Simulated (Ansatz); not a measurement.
The system is Fe4Si.

```
Fe Si
1.0
     0.00000    2.02761    9.46634
     1.52190    0.00000    9.46634
     1.52190    2.02761    0.00000
Fe Si
4 1
Direct
  0.59407 0.59407 0.40593
  0.19797 0.19797 0.80203
  0.80203 0.80203 0.19797
  0.40593 0.40593 0.59407
  0.00000 0.00000 0.00000
```

The cell comes from a database or a generator and needn't be the stable form of this composition.

| Property | Result |
| --- | --- |
| Program | Ansatz 0.2.0 |
| Task | relaxation of cell and atoms |
| Functional | LDA |
| Potentials or basis | Ansatz PAW |
| Cutoff | 420 eV (not typed: the program's choice for these potentials) |
| k mesh | 11 × 11 × 11 |
| Occupations | fermi-dirac, width 0.05 eV |
| Spin | collinear spin, ferromagnetic start |
| Starting moments | [3.0, 3.0, 3.0, 3.0, 0.0] μB |

At the start: volume 11.68 Å³/atom.

Task: Where does the relaxation end?

Result: It ends after 10 steps and the volume is 10.61 Å³/atom (-9.2 %); space group Fmmm (No. 69, to 0.05 Å); moment 7.64 μB per cell.

Step by step:
| step | energy change (eV) | largest force (eV/Å) | volume (Å³) |
| --- | --- | --- | --- |
| 1 | 0.0000 | 0.0540 | 58.42 |
| 2 | -0.2595 | 0.0642 | 55.07 |
| 3 | -0.3079 | 0.0320 | 52.73 |
| 4 | -0.3095 | 0.0088 | 53.11 |
| 5 | -0.3098 | 0.0020 | 53.11 |
| 6 | -0.3103 | 0.0027 | 53.09 |
| 7 | -0.3103 | 0.0004 | 53.08 |
| 8 | -0.3072 | 0.0008 | 53.08 |
| 9 | -0.3072 | 0.0003 | 53.06 |
| 10 | -0.3072 | 0.0002 | 53.06 |

Final structure:
```yaml
crystal:
  lattice:
    - [0.00000, 1.94107, 9.06496]
    - [1.50766, 0.00000, 9.06496]
    - [1.50766, 1.94107, 0.00000]
  atoms:
    - { symbol: Fe, position: [0.59488, 0.59488, 0.40512] }
    - { symbol: Fe, position: [0.19824, 0.19824, 0.80176] }
    - { symbol: Fe, position: [0.80176, 0.80176, 0.19824] }
    - { symbol: Fe, position: [0.40512, 0.40512, 0.59488] }
    - { symbol: Si, position: [0.00000, 0.00000, 0.00000] }
```

Caveat: the plane-wave basis is chosen anew once the cell has moved, so the energies of steps on either side of that aren't comparable; the PAW data sets come from PBE, with cores solved anew for the run's functional, which leaves a small shift of forces and pressure.
